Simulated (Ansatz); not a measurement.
Working through a convergence test of the k-point mesh of TiC, space group Fm-3m

With the Ansatz DFT code, driven from Python.

Notebook, run cell by cell (the value of a cell's last expression is shown):

```python
import csv
import warnings

import ansatz as az
```

```python
warnings.simplefilter("ignore", az.DeckWarning)
```

```python
tic = (
    az.Lattice.from_parameters(3.053711, 3.053711, 3.053711, alpha=60.0, beta=60.0, gamma=60.0)
    .atom("Ti", [0.0, 0.0, 0.0])
    .atom("C", [0.5, 0.5, 0.5])
)

tic.resolved().sites[-1]
```

    Site(symbol='C', position=(0.5, 0.5, 0.5), moment=None, axis=None, held=None, saved=None)

```python
setup = (
    tic.calculation()
    .functional("pbe")
    .pseudopotentials("paw")
    .occupations("Fermi-Dirac", width=150 * az.meV)
    .stress()
)

rows = []
for value in [1.0, 0.6, 0.4, 0.3]:
    rep = setup.kpoints(spacing=value).run().report
    rows.append((value, rep["free_energy_ev"] / len(rep["lattice"]["sites"]), rep["n_iterations"], sum(rep["stress_gpa"][i][i] for i in range(3)) / 3, rep["n_kpoints"]))
```

```python
with open("kconv.csv", "w", newline="") as handle:
    writer = csv.writer(handle)
    writer.writerow(["spacing (1/A)", "F/atom (eV)", "iterations", "P (GPa)", "k-points"])
    writer.writerows([round(v, 5) if isinstance(v, float) else v for v in row] for row in rows)
```

```python
# the last row is the reference
for row in rows[:-1]:
    shift = 1000 * (row[1] - rows[-1][1])
    print(f"{row[0]}: {shift:+.2f} meV/atom" + ("  (within 2 meV)" if abs(shift) < 2 else ""))
```

    1.0: +84.12 meV/atom
    0.6: +9.87 meV/atom
    0.4: +0.95 meV/atom  (within 2 meV)

File `kconv.csv` afterwards:
```csv
spacing (1/A),F/atom (eV),iterations,P (GPa),k-points
1.0,-1376.05615,6,3.6308,4
0.6,-1376.1304,6,2.75063,10
0.4,-1376.13933,6,2.64632,20
0.3,-1376.14027,6,2.63118,35
```

From a spacing of 0.4 (7×7×7) on it stays within 2 meV an atom of the value at a spacing of 0.3 (9×9×9); the first row (a spacing of 1.0 (3×3×3)) is off by 84.1 meV and the last but one by 0.95 meV. That rests on few rows after larger swings, so the series isn't shown to be converged. This holds for F at a smearing of 0.15 eV; a narrower one needs a denser mesh. The pressure moves from 3.63 to 2.63 GPa.

No spin polarisation was allowed. The smearing is wide enough that free energy and stress hold a thermal part of the electrons. Of the deposited cell: the entry's cell lengths or inner coordinates differ somewhat from later room-temperature determinations. Pressure is positive in compression. The starting cell is as deposited in a crystallographic database; the results hold for this polymorph, which needn't be the stable one. Shifts are counted from the finest mesh, which is itself no proven limit. Run time: 3.5 s on 1 thread of Intel(R) Xeon(R) Processor @ 2.30GHz, on a shared host, peak memory 0.45 GiB.
